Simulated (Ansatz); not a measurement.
Write a Python script for Ansatz's Python interface that makes vertical spin-state energies of C₂H₅AlO₂, SMILES C[O][Al]1[CH2][O]1. Use (for the species named): r2scan0, 6-31G* basis, multiplicity 1.

```tsv
atom	x (Å)	y (Å)	z (Å)
C	0.5497	-1.1689	1.4752
O	-0.1401	-1.6505	0.3267
Al	-0.1173	-0.3986	-1.0575
C	-0.3893	1.4750	-1.3430
O	-0.9818	0.6031	-2.3409
H	1.5748	-0.8952	1.2602
H	0.4862	-1.8803	2.2757
H	0.0194	-0.1955	1.8277
H	-1.2675	1.9530	-0.7013
H	0.3490	2.1068	-1.7199
```

`spin_c2h5alo2.py`:
```python
import logging
import sys

import ansatz as az

logging.basicConfig(stream=sys.stdout, format="[%(levelname)s] %(message)s")
log = logging.getLogger("ansatz_job")
log.setLevel(logging.INFO)

BASIS_SET = "6-31G*"
XC = "R2SCAN0"

GEOMETRY = """
C     0.54970   -1.16890    1.47520
O    -0.14010   -1.65050    0.32670
Al   -0.11730   -0.39860   -1.05750
C    -0.38930    1.47500   -1.34300
O    -0.98180    0.60310   -2.34090
H     1.57480   -0.89520    1.26020
H     0.48620   -1.88030    2.27570
H     0.01940   -0.19550    1.82770
H    -1.26750    1.95300   -0.70130
H     0.34900    2.10680   -1.71990
"""


def main() -> None:
    molecule = az.Crystal.molecule()
    for line in GEOMETRY.strip().splitlines():
        symbol, *xyz = line.split()
        molecule = molecule.atom(symbol, [float(v) for v in xyz])

    calculation = molecule.calculation().basis(gaussian=BASIS_SET).functional(XC)
    found = {}
    for unpaired in [0, 2]:
        r = calculation.spin("collinear", total=unpaired).run(threads=1).report
        s = unpaired / 2
        found[unpaired] = r["free_energy_ev"]
        log.info(f"2S+1 = {unpaired + 1}: E = {found[unpaired]:.5f} eV, <S^2> = {abs(r['mean_field']['state']['spin_squared']):.3f} (pure state {s * (s + 1):.2f})")
    lowest = min(found, key=found.get)
    for unpaired, e in found.items():
        log.info(f"multiplicity {unpaired + 1}: {96.485332 * (e - found[lowest]):.1f} kJ/mol above the lowest")


if __name__ == "__main__":
    main()
```

Output of `python spin_c2h5alo2.py`:
```text
[INFO] 2S+1 = 1: E = -12839.37896 eV, <S^2> = 0.000 (pure state 0.00)
[INFO] 2S+1 = 3: E = -12838.10410 eV, <S^2> = 2.009 (pure state 2.00)
[INFO] multiplicity 1: 0.0 kJ/mol above the lowest
[INFO] multiplicity 3: 123.0 kJ/mol above the lowest
```

In order: multiplicity 1 (+0.00 eV) and multiplicity 3 (+1.27 eV), all at the one geometry.

What to keep in mind:
- Total energies depend on the basis set; only differences at equal settings carry meaning.
- The geometry is a force-field or estimated start, not a minimum of this method, and the basis set is short of its limit. All parts are taken at fixed geometry, without zero-point energy.
- The whole script took 27 s on 1 thread of Arm Neoverse V2, on a shared host, peak memory 0.35 GiB.
